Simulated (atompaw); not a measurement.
**Pseudopotential generation for zirconium: PAW (atompaw), PBE**

Aim: build the potential from the settings below, then test how well it stands in for the atom: scattering, ghost states and the plane-wave cutoff that it needs.

Method: atompaw 4.2.0.5, PBE, scalar-relativistic.

## Step 1: The design

Typed settings, in words:

```json
{"element": "zirconium (Zr, Z = 40)", "type": "PAW", "frozen core": "[Kr]", "valence charge": "4", "reference configuration": "4d2 5s2 5p0", "partial waves": "5s (bound): rc 3.00 bohr; 5s channel at 2.55 Ry: rc 3.00 bohr; 5p (bound, empty): rc 3.00 bohr; 5p channel at 1.7 Ry: rc 3.00 bohr; 4d (bound): rc 3.00 bohr; 4d channel at 0.15 Ry: rc 3.00 bohr", "local potential": "bessel scheme, radius 2.45 bohr", "core correction": "smooth core density matched at 2.05 bohr", "augmentation charge": "besselshape compensation charge, radius 2.50 bohr; PAW radius 3.00 bohr; waves and projectors: custom rrkj gramschmidtortho"}
```

An earlier all-electron run gives the scale for the radii.

All-electron outer shells of the reference configuration (PBE, scalar-relativistic, ld1.x):

| shell | level (eV) | outermost node (bohr) | outermost maximum (bohr) |
| --- | --- | --- | --- |
| 4s | -54.50 | 0.55 | 1.08 |
| 4p | -32.46 | 0.56 | 1.17 |
| 5s | -4.44 | 1.47 | 3.15 |
| 4d | -3.60 | 0.58 | 1.59 |
| 5p | -1.47 | 1.70 | 4.15 |

## Step 2: Generating the potential

Zr.input reads:

```
Zr 40
GGA-PBE scalarrelativistic loggrid 1500 logderivrange -2 5 176
5 5 4 0 0 0
5 1 0
4 2 2
0 0 0
c
c
c
c
v
c
c
c
v
c
v
2
3.00 2.50 2.45 2.05
y
2.55
n
y
1.7
n
y
0.15
n
custom rrkj gramschmidtortho besselshape
bessel
3.00
3.00
3.00
3.00
3.00
3.00
PWSCFOUT
UPFDX 0.0125d0 UPFXMIN -7.d0 UPFZMESH 40.d0
END
```

Started as:

```bash
$ atompaw < Zr.input > Zr.log
```

Before running it: what results should come out? Wanted: cutoffs for 10 and 1 mRy, occupied levels; bound ghosts; largest phase difference near zero energy, channels read; lowest eigenvalue of the overlap; share of valence orbitals outside the PAW sphere; UPF file.

As calculated:

| quantity | value |
| --- | --- |
| cutoffs for 10 and 1 mRy, occupied levels | 10 Ry and 12 Ry |
| bound ghosts | none found |
| largest phase difference near zero energy, channels read | 0.027 rad |
| lowest eigenvalue of the overlap (Bessel basis) | 0.627 (p) |
| share of valence orbitals outside the PAW sphere | 5s 68 %, 5p 89 %, 4d 22 % |
| UPF file | written |

In words: It counts as soft on the atom at that tolerance, with 10 Ry needed at the looser tolerance. The slowest occupied level is 4d: taken alone it needs 10 Ry to come within 1 mRy, against 6 Ry or less for 5s. The Bessel-basis test finds no level below the valence levels. Near zero energy the phases of the channels with partial waves agree within 0.027 rad. The pseudo curves have a pole with no partner nearby in the atom's: p at 1.58 Ry. At positive energy that is a spurious or a displaced resonance.
